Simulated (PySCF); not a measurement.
# Zr(NMe2)Cl3: geometry, NMR shifts and electronic excitations

Aim: predict the NMR shifts and electronic excitations of Zr(NMe2)Cl3 (`C[N](C)[Zr]([Cl])([Cl])[Cl]`).

Programs: PySCF 2.14.0, with density-fitted response routines of our own. Each step states its level of theory. These are calculated values for one molecule in the gas phase, unless marked as measured. Atoms are numbered from 0 throughout.

### 1 The molecule as given

13 atoms, charge 0, multiplicity 1; geometry from: GFN2-xTB. The atoms were then displaced at random by about 0.03 Å, so the start is not that level's minimum.

Bonds of the start (Å): Zr0–N1 1.96, Zr0–Cl10 2.19, Zr0–Cl11 2.36, Zr0–Cl12 2.26, N1–C2 1.43, N1–C3 1.36, C2–H4 1.10, C2–H5 1.13, C2–H6 1.07, C3–H7 1.14, C3–H8 1.16, C3–H9 1.13.

### 2 Optimising the geometry at PBE0-D3(BJ)/def2-SVP

The job: settings as JSON, then the geometry in Å.

```
{"job": {"xc": "PBE0", "basis": "def2-SVP", "d3": "d3bj", "grid": 1, "maxiter": 40, "shake": 0.03, "kind": "geom"}, "charge": 0, "multiplicity": 1}
Zr     0.151280     0.085550    -1.628580
N      0.266690     0.506240     0.285810
C      1.025520    -0.534030     0.900540
C     -0.931570     0.635050     0.915080
H      1.269280    -0.294080     1.947310
H      2.042540    -0.593480     0.402160
H      0.594070    -1.512960     0.897870
H     -1.582720     1.403120     0.382230
H     -1.572210    -0.327540     0.969100
H     -0.931660     0.935330     2.003520
Cl     2.049880    -0.219560    -2.675990
Cl    -1.246450     1.658550    -2.694250
Cl    -1.104050    -1.794300    -1.682580
```

The run is started by

```
$ OMP_NUM_THREADS=1 python probes_run.py task.json out
```

The driver reads the jobs from task.json and runs them one after another.

Output:

```text
step   0  E = -1561.32548099  max force = 0.098435
step   1  E = -1561.35192800  max force = 0.025133
step   2  E = -1561.35562884  max force = 0.015645
step   3  E = -1561.35957661  max force = 0.015937
step   4  E = -1561.36091260  max force = 0.017745
step   5  E = -1561.36232388  max force = 0.012727
step   6  E = -1561.36335226  max force = 0.010164
step   7  E = -1561.36396876  max force = 0.013969
step   8  E = -1561.36431791  max force = 0.019102
step   9  E = -1561.36516493  max force = 0.008231
step  10  E = -1561.36576976  max force = 0.007050
step  11  E = -1561.36612883  max force = 0.004990
step  12  E = -1561.36650106  max force = 0.003553
step  13  E = -1561.36667444  max force = 0.002890
step  14  E = -1561.36686318  max force = 0.001916
step  15  E = -1561.36700691  max force = 0.001935
step  16  E = -1561.36718794  max force = 0.002006
step  17  E = -1561.36726515  max force = 0.001510
step  18  E = -1561.36729344  max force = 0.000372
step  19  E = -1561.36729450  max force = 0.000185
optimisation converged
```

It took 5.4 min on 1 thread of Arm Neoverse V1, shared host; peak memory 0.64 GiB.

Along the way:

| step | energy from step 0 (eV) | largest force component (eV/Å) |
| --- | --- | --- |
| 0 | 0.0000 | 5.0617 |
| 1 | -0.7197 | 1.2924 |
| 2 | -0.8204 | 0.8045 |
| 3 | -0.9278 | 0.8195 |
| 4 | -0.9641 | 0.9125 |
| 5 | -1.0025 | 0.6544 |
| 6 | -1.0305 | 0.5227 |
| 7 | -1.0473 | 0.7183 |
| 8 | -1.0568 | 0.9823 |
| 9 | -1.0799 | 0.4233 |
| 10 | -1.0963 | 0.3625 |
| 11 | -1.1061 | 0.2566 |
| 12 | -1.1162 | 0.1827 |
| 13 | -1.1209 | 0.1486 |
| 14 | -1.1261 | 0.0985 |
| 15 | -1.1300 | 0.0995 |
| 16 | -1.1349 | 0.1032 |
| 17 | -1.1370 | 0.0776 |
| 18 | -1.1378 | 0.0191 |
| 19 | -1.1378 | 0.0095 |

Close pairs (by a distance rule), those that changed most:

| bond | before (Å) | after (Å) | change (Å) |
| --- | --- | --- | --- |
| Zr0–C2 | 2.747 | 3.005 | +0.258 |
| Zr0–C3 | 2.819 | 3.031 | +0.212 |
| Zr0–Cl10 | 2.190 | 2.351 | +0.162 |
| Zr0–Cl12 | 2.261 | 2.352 | +0.090 |
| N1–C3 | 1.360 | 1.446 | +0.086 |
| C3–H8 | 1.158 | 1.105 | -0.052 |
| C3–H7 | 1.139 | 1.101 | -0.038 |
| C2–H6 | 1.070 | 1.105 | +0.036 |

The end geometry stands in the next job.

| at the end point | value |
| --- | --- |
| point group (found at 0.08 Å tolerance) | C1 |
| rotational constants (GHz, main isotopes) | 0.867, 0.853, 0.759 |
| dipole moment (D) | 3.62 |

### 3 Shielding tensors: PBE0/def2-TZVP+pcSseg-1

The job: settings as JSON, then the geometry in Å.

```
{"job": {"kind": "nmr", "xc": "PBE0", "basis": {"default": "pcSseg-1", "Zr": "def2-TZVP"}}, "charge": 0, "multiplicity": 1}
Zr    -0.569193    -0.499831    -1.623472
N      0.081124     0.100129     0.149412
C      1.333183    -0.371714     0.699460
C     -0.683142     0.948676     1.036265
H      2.003030     0.472109     0.947540
H      1.863308    -1.011395    -0.023582
H      1.169841    -0.963795     1.618411
H     -1.624132     1.265941     0.561078
H     -0.937507     0.421229     1.973678
H     -0.116592     1.861461     1.296845
Cl     1.333431    -0.878471    -2.952171
Cl    -2.085658     1.109770    -2.412568
Cl    -1.737092    -2.506219    -1.248676
```

With the program's defaults for keys left out, this is: GIAO PBE0/pcSseg-1 Zr:def2-TZVP NMR shielding, scalar relativity only through core potentials, gas phase.

Output:

```text
coarse grid: 57472 points
cycle   1  E = -1560.7564652608  dE = -4.049e+00  |g| = 2.057e+00  |ddm| = 5.181e+00
cycle   2  E = -1560.3113522840  dE =  4.451e-01  |g| = 2.231e+00  |ddm| = 4.211e+00
cycle   3  E = -1561.7997229485  dE = -1.488e+00  |g| = 2.452e-01  |ddm| = 2.836e+00
cycle   4  E = -1561.8117525713  dE = -1.203e-02  |g| = 1.174e-01  |ddm| = 4.003e-01
cycle   5  E = -1561.8142765780  dE = -2.524e-03  |g| = 4.076e-02  |ddm| = 1.229e-01
cycle   6  E = -1561.8146089896  dE = -3.324e-04  |g| = 1.537e-02  |ddm| = 4.033e-02
cycle   7  E = -1561.8146566485  dE = -4.766e-05  |g| = 3.544e-03  |ddm| = 1.199e-02
cycle   8  E = -1561.8146597270  dE = -3.079e-06  |g| = 1.181e-03  |ddm| = 4.362e-03
final grid: 115288 points
cycle   9  E = -1561.8144793951  dE =  4.530e-07  |g| = 2.011e-03  |ddm| = 3.235e-03
cycle  10  E = -1561.8144764548  dE =  2.940e-06  |g| = 4.051e-03  |ddm| = 4.784e-03
cycle  11  E = -1561.8144803616  dE = -3.907e-06  |g| = 4.545e-04  |ddm| = 3.113e-03
cycle  12  E = -1561.8144804130  dE = -5.138e-08  |g| = 3.507e-05  |ddm| = 4.311e-04
cycle  13  E = -1561.8144804133  dE = -2.965e-10  |g| = 1.725e-05  |ddm| = 4.748e-05
converged SCF energy = -1561.8144804133

GIAO shielding tensors (ppm)
atom      isotropic    diamagn.    paramagn.     s11        s22        s33       span
  0 Zr         nan         nan         nan        nan        nan        nan        nan
  1 N       11.504     326.670    -315.166   -328.308    137.062    225.758    554.066
  2 C      141.709     246.148    -104.438    119.330    132.768    173.029     53.699
  3 C      140.916     245.951    -105.035    118.908    130.153    173.687     54.778
  4 H       28.493      28.951      -0.458     25.213     26.393     33.873      8.660
  5 H       26.993      29.968      -2.974     23.788     26.677     30.515      6.726
  6 H       28.668      29.077      -0.409     25.246     26.804     33.954      8.708
  7 H       26.963      29.906      -2.943     23.678     26.782     30.428      6.750
  8 H       28.639      29.035      -0.395     25.264     26.745     33.909      8.645
  9 H       28.495      28.911      -0.415     25.173     26.404     33.909      8.737
 10 Cl     444.359    1149.867    -705.508    131.876    227.694    973.505    841.629
 11 Cl     435.224    1149.893    -714.668    137.673    188.714    979.286    841.613
 12 Cl     497.591    1149.676    -652.085     86.554    446.300    959.920    873.367
```

Wall time 42 s (1 thread of Arm Neoverse V1, shared host); peak memory 1.2 GiB.

The references, computed at this level on geometries of the same kind, shield at (ppm): ¹H TMS 31.27, ¹³C TMS 184.4, ¹⁵N NH3 265.7, ³⁵Cl HCl 943. Their shielding less the atom's gives the shift. The references are single molecules in the gas phase, so shifts against H2O, NH3, PH3, H3PO4 or CFCl3 are not on the usual liquid scales and can be off by tens of ppm. Atoms listed in one row are averaged.

| atoms | environment | σ (ppm) | δ (ppm) |
| --- | --- | --- | --- |
| C2, C3 | carbon bonded to N, 3 H | 141.3 | 43.1 |
| H4, H5, H6, H7, H8, H9 | hydrogen on a carbon bonded to N | 28.04 | 3.23 |
| N1 | nitrogen bonded to 2 C, Zr | 11.5 | 254.2 |
| Cl10, Cl11, Cl12 | chlorine bonded to Zr | 459 | 484 |

Atoms past Kr carry core potentials, so their printed shieldings have no meaning and are left out of the table.

Charges from the same density, by scheme (e):

| atoms | Mulliken | ESP fit |
| --- | --- | --- |
| Zr0 | 1.15 | 0.80 |
| N1 | -0.80 | -0.17 |
| C2, C3 | -0.09 | -0.37 |
| Cl10, Cl11, Cl12 | -0.33 | -0.26 |

Mayer bond orders: Zr0–N1 1.12, Zr0–Cl10 1.08, Zr0–Cl11 1.08, Zr0–Cl12 1.07, N1–C2 0.94, N1–C3 0.94.

With diffuse functions Mulliken charges and Mayer bond orders lose their meaning; the other schemes are steadier.

Orbitals, density, ELF and potential are computed afterwards from the orbital file.

Frontier orbitals at PBE0/def2-TZVP+pcSseg-1, with the share of their density that lies nearest to each atom:

| orbital | energy (eV) | lies on |
| --- | --- | --- |
| HOMO | -7.50 | N1 55 %; Zr0 8 %; Cl12 7 % |
| LUMO | -2.15 | Zr0 70 %; Cl10, Cl11 about 7 % each |

ELF in a plane through or near 6 of the atoms.

Ten even steps from ' ' (0.00) to '@' (1.00):
```
                                                        
                                                        
            ........                                    
        ..--======--..    --##**--                      
      ::--++******++..  ..@@@@@@%%..                    
      --==**##%%##**::  --@@@@@@%%--..                  
      ::==**######**::  ..@@@@@@**====--..              
      ..::====--....      ::++::##--**++..              
            ..::**##++  ::++##%%++==++--..              
            ==%%**==%%--****..####::..                  
            ==%%++--%%::****::**##::..                  
          ....::**##++  ::++**%%++==++--..              
      ::--++++--::..      ::==::##::##++..              
    ..--++##%%%%##**--  ..@@@@@@##====--                
    ..==++##%%%%%%##--  ::@@@@@@@@--..                  
      ::==**######**--    %%@@@@%%::                    
      ..::==++++++==..    ::**##==                      
          ..::::::..                                    
                                                        
                                                        
```
The map spans 10.2 Å across and 9.4 Å up, centred on the molecule. Atoms in the plane (x, y in Å): Zr0 (-1.8, 0.0), N1 (0.2, 0.0), C2 (1.0, 1.2), C3 (1.0, -1.2), H5 (0.3, 2.1), H7 (0.3, -2.1).

On the surface of density 0.002 e/bohr³ the electrostatic potential runs, from the 1st to the 99th percentile, from -0.57 V near Cl12 to 2.00 V near Zr0.

### 4 Ultraviolet spectrum: CAM-B3LYP/def2-SVPD

The job, as its differences from that of step 3:

```diff
@@ -1,2 +1,2 @@
-{"job": {"kind": "nmr", "xc": "PBE0", "basis": {"default": "pcSseg-1", "Zr": "def2-TZVP"}}, "charge": 0, "multiplicity": 1}
+{"job": {"kind": "uv", "xc": "CAM-B3LYP", "basis": "def2-SVPD", "ip": true, "nstates": 10}, "charge": 0, "multiplicity": 1}
 Zr    -0.569193    -0.499831    -1.623472
```

With the program's defaults for keys left out, this is: TDDFT CAM-B3LYP/def2-SVPD, vertical, gas phase, core orbitals frozen in the response.

Output:

```text
coarse grid: 57472 points
cycle   1  E = -1561.4353565255  dE = -5.415e+00  |g| = 1.296e+00  |ddm| = 6.962e+00
cycle   2  E = -1561.3700940016  dE =  6.526e-02  |g| = 1.334e+00  |ddm| = 4.266e+00
cycle   3  E = -1561.9159942564  dE = -5.459e-01  |g| = 1.578e-01  |ddm| = 2.180e+00
cycle   4  E = -1561.9204723545  dE = -4.478e-03  |g| = 1.027e-01  |ddm| = 3.770e-01
cycle   5  E = -1561.9224195496  dE = -1.947e-03  |g| = 3.884e-02  |ddm| = 1.266e-01
cycle   6  E = -1561.9228034216  dE = -3.839e-04  |g| = 7.995e-03  |ddm| = 5.057e-02
cycle   7  E = -1561.9228281547  dE = -2.473e-05  |g| = 2.909e-03  |ddm| = 1.396e-02
cycle   8  E = -1561.9228335802  dE = -5.426e-06  |g| = 7.940e-04  |ddm| = 9.372e-03
final grid: 115288 points
cycle   9  E = -1561.9225109082  dE = -3.004e-07  |g| = 7.214e-04  |ddm| = 4.939e-03
cycle  10  E = -1561.9225108644  dE =  4.381e-08  |g| = 9.629e-04  |ddm| = 2.080e-03
cycle  11  E = -1561.9225110862  dE = -2.218e-07  |g| = 1.343e-04  |ddm| = 1.005e-03
cycle  12  E = -1561.9225110927  dE = -6.550e-09  |g| = 6.446e-05  |ddm| = 2.220e-04
cycle  13  E = -1561.9225110954  dE = -2.695e-09  |g| = 3.143e-05  |ddm| = 2.333e-04
cycle  14  E = -1561.9225110958  dE = -3.420e-10  |g| = 3.418e-06  |ddm| = 5.253e-05
converged SCF energy = -1561.9225110958

Static polarisability (au): isotropic 116.756, principal 108.051 116.413 125.803

Singlet excitations
state   eV       nm        f      main configurations
  1   4.0579    305.5   0.00294   H->L 0.95
  2   4.7650    260.2   0.02437   H->L+1 0.94
  3   4.8705    254.6   0.00134   H->L+2 0.94
  4   5.7635    215.1   0.00087   H->L+4 0.49, H->L+5 0.36
  5   5.8833    210.7   0.18422   H->L+3 0.79, H->L+4 0.10
  6   6.0724    204.2   0.02273   H-1->L 0.80, H-4->L 0.11
  7   6.1462    201.7   0.00098   H-2->L 0.93
  8   6.2819    197.4   0.00033   H-3->L 0.65, H-1->L+1 0.25
  9   6.3281    195.9   0.01407   H-4->L 0.69, H-2->L+1 0.14
 10   6.4099    193.4   0.00832   H->L+5 0.48, H->L+4 0.32, H->L+8 0.09

Triplet excitations (Tamm-Dancoff, eV): 3.9264 4.1296 4.7576 4.9242
Vertical ionisation energy (delta-SCF) = 9.2055 eV
Vertical electron affinity (delta-SCF) = 0.6437 eV
```

It took 2.6 min on 1 thread of Arm Neoverse V1, shared host; peak memory 1.4 GiB.

Frontier orbitals and where they lie:

| orbital | eV | atoms |
| --- | --- | --- |
| HOMO−3 | -10.86 | Cl10 36 %, Cl11 27 %, Cl12 17 % |
| HOMO−2 | -10.78 | Cl12 45 %, Cl10 18 %, N1 10 % |
| HOMO−1 | -10.52 | Cl12 52 %, Cl11 24 %, Cl10 22 % |
| HOMO | -8.80 | N1 49 %, Zr0 9 %, C3 9 % |
| LUMO | -1.02 | Zr0 70 %, Cl11 8 %, Cl10 8 % |
| LUMO+1 | -0.68 | Zr0 67 %, Cl11 12 %, Cl10 10 % |
| LUMO+2 | -0.38 | Zr0 62 %, Cl12 10 %, Cl10 10 % |

With each of the 10 states as a Gaussian band of 0.4 eV half-width at 1/e, the curve within the window shown has maxima at 260 nm (ε 1,000), 210 nm (ε 8,500) L/(mol cm). Beyond the last state computed it falls off for lack of states. The curve at chosen wavelengths:

```csv
nm,ε (L/mol/cm)
185,608
192,2122
199,5065
206,8008
213,8163
220,5550
227,2702
233,1266
240,706
247,772
254,972
261,1044
268,934
275,719
282,500
289,337
296,236
303,179
310,143
316,119
323,94
330,70
337,50
344,34
351,22
358,13
```

Leading natural transition orbitals of singlet state 5: the hole lies on N1 56 %; Zr0 8 %; Cl12 8 %; the particle on Zr0 59 %; N1 14 %; Cl12 9 %.

Leading natural transition orbitals of singlet state 1: the hole lies on N1 61 %; Zr0 9 %; the particle on Zr0 70 %; Cl10, Cl11 about 7 % each; N1 6 %.

Ground-state properties from the same run:

| property | computed |
| --- | --- |
| dipole moment (D) | 3.62 |
| polarisability (Å³) | 17.30 |
| HOMO–LUMO gap (eV) | 7.79 |
| −ε(HOMO) (eV) | 8.80 |

### 5 Nuclear shieldings: B3LYP/def2-TZVP+pcSseg-1

The job, as its differences from that of step 4:

```diff
@@ -1,2 +1,2 @@
-{"job": {"kind": "uv", "xc": "CAM-B3LYP", "basis": "def2-SVPD", "ip": true, "nstates": 10}, "charge": 0, "multiplicity": 1}
+{"job": {"kind": "nmr", "xc": "B3LYP", "basis": {"default": "pcSseg-1", "Zr": "def2-TZVP"}, "pop": false}, "charge": 0, "multiplicity": 1}
 Zr    -0.569193    -0.499831    -1.623472
```

Method: GIAO B3LYP/pcSseg-1 Zr:def2-TZVP NMR shielding, scalar relativity only through core potentials, gas phase.

Output:

```text
coarse grid: 57472 points
cycle   1  E = -1561.3142843729  dE = -3.907e+00  |g| = 2.208e+00  |ddm| = 5.198e+00
cycle   2  E = -1560.7410079672  dE =  5.733e-01  |g| = 2.413e+00  |ddm| = 4.607e+00
cycle   3  E = -1562.4960999367  dE = -1.755e+00  |g| = 2.706e-01  |ddm| = 3.262e+00
cycle   4  E = -1562.5102093817  dE = -1.411e-02  |g| = 1.399e-01  |ddm| = 4.661e-01
cycle   5  E = -1562.5140126344  dE = -3.803e-03  |g| = 5.324e-02  |ddm| = 1.654e-01
cycle   6  E = -1562.5145516451  dE = -5.390e-04  |g| = 1.745e-02  |ddm| = 4.773e-02
cycle   7  E = -1562.5146179220  dE = -6.628e-05  |g| = 4.604e-03  |ddm| = 1.594e-02
cycle   8  E = -1562.5146225120  dE = -4.590e-06  |g| = 1.331e-03  |ddm| = 4.232e-03
final grid: 115288 points
cycle   9  E = -1562.5144230812  dE =  6.136e-07  |g| = 2.240e-03  |ddm| = 3.885e-03
cycle  10  E = -1562.5144193113  dE =  3.770e-06  |g| = 4.455e-03  |ddm| = 5.818e-03
cycle  11  E = -1562.5144242683  dE = -4.957e-06  |g| = 7.484e-04  |ddm| = 3.857e-03
cycle  12  E = -1562.5144244071  dE = -1.388e-07  |g| = 3.311e-05  |ddm| = 6.380e-04
cycle  13  E = -1562.5144244073  dE = -2.074e-10  |g| = 1.452e-05  |ddm| = 3.658e-05
converged SCF energy = -1562.5144244073

GIAO shielding tensors (ppm)
atom      isotropic    diamagn.    paramagn.     s11        s22        s33       span
  0 Zr         nan         nan         nan        nan        nan        nan        nan
  1 N        2.210     326.502    -324.292   -339.948    128.259    218.317    558.265
  2 C      135.705     245.404    -109.700    112.871    126.184    168.059     55.188
  3 C      134.917     245.226    -110.309    112.505    123.503    168.741     56.236
  4 H       28.586      29.108      -0.522     25.463     26.611     33.683      8.220
  5 H       27.095      30.220      -3.125     24.055     26.777     30.454      6.399
  6 H       28.767      29.257      -0.490     25.510     27.030     33.761      8.252
  7 H       27.066      30.156      -3.090     23.952     26.887     30.360      6.408
  8 H       28.738      29.217      -0.480     25.527     26.966     33.720      8.193
  9 H       28.587      29.069      -0.483     25.422     26.616     33.722      8.300
 10 Cl     416.722    1150.329    -733.606     96.663    192.291    961.213    864.550
 11 Cl     407.457    1150.355    -742.897    103.255    151.949    967.168    863.913
 12 Cl     473.695    1150.147    -676.452     53.475    420.328    947.282    893.807
```

Run time: 28 s. Hardware: 1 thread of Arm Neoverse V1, shared host; peak memory 1.2 GiB.

In short: δ C2 43.9, N1 261.3, Cl10 498, H4 3.24 ppm (means over like atoms).

### 6 Side by side: NMR shifts

Shifts (ppm), means over like atoms, with basis size and wall time:

| run | C2 | H4 | N1 | Cl10 | functions | time |
| --- | --- | --- | --- | --- | --- | --- |
| PBE0/def2-TZVP+pcSseg-1 | 43.1 | 3.23 | 254.2 | 484 | 193 | 42 s |
| B3LYP/def2-TZVP+pcSseg-1 | 43.9 | 3.24 | 261.3 | 498 | 193 | 28 s |

### 7 Outcome

| quantity | value |
| --- | --- |
| point group | C1 |
| rotational constants (main isotopes) | 0.87, 0.85, 0.76 GHz |
| ¹³C shifts against TMS (PBE0/def2-TZVP+pcSseg-1, means over atoms taken as alike) | 43.1 ppm |
| ¹H shifts against TMS (PBE0/def2-TZVP+pcSseg-1, means over atoms taken as alike) | 3.23 ppm |
| ¹⁵N shifts against NH3 (PBE0/def2-TZVP+pcSseg-1) | 254.2 ppm |
| ³⁵Cl shifts against HCl (PBE0/def2-TZVP+pcSseg-1, means over atoms taken as alike) | 484 ppm |
| surface potential, 1st and 99th percentile | -0.57 V and 2.00 V |
| lowest singlet (CAM-B3LYP/def2-SVPD) | 4.06 eV (306 nm), f = 0.003 |
| brightest single state of those computed | state 5, 5.88 eV, f = 0.184 |
| lowest triplet | 3.93 eV |
| vertical ionisation energy (ΔSCF) | 9.21 eV |
| vertical electron affinity (ΔSCF) | 0.64 eV |
| range of the shift of Cl10 | 484 to 498 ppm |

What this shows: The start was shaken at random, so part of the energy gained undoes that. Relaxing lowered the energy by 1.138 eV in 19 steps; the close pair that moved most is Zr0–C2, from 2.747 to 3.005 Å. No frequency check was run at this level, so the end point may be a saddle. At PBE0/def2-TZVP+pcSseg-1: Shielding is most anisotropic at Cl10, Cl11, Cl12 (span 852 ppm, paramagnetic term -691 ppm). By nearest atom (PBE0/def2-TZVP+pcSseg-1), the HOMO sits on N1 55 %; Zr0 8 % and the LUMO on Zr0 70 %; Cl10, Cl11 about 7 % each. The lowest singlet, at 4.06 eV, is HOMO→LUMO 0.95 and is weak; of the 10 states computed, the strongest absorption comes from state 5 at 5.88 eV. The lowest triplet lies 0.13 eV below the lowest singlet (triplets in Tamm-Dancoff, singlets in full TDDFT). ΔSCF puts the ionisation energy at 9.21 eV, 0.40 eV above −ε(HOMO). In ppm, Cl10 (with its like atoms) moves most: its shift spreads over 14 ppm, from 484 (PBE0/def2-TZVP+pcSseg-1) to 498 (B3LYP/def2-TZVP+pcSseg-1). Spin-orbit coupling is left out, which matters for shieldings and couplings at and beside the heavy atoms.
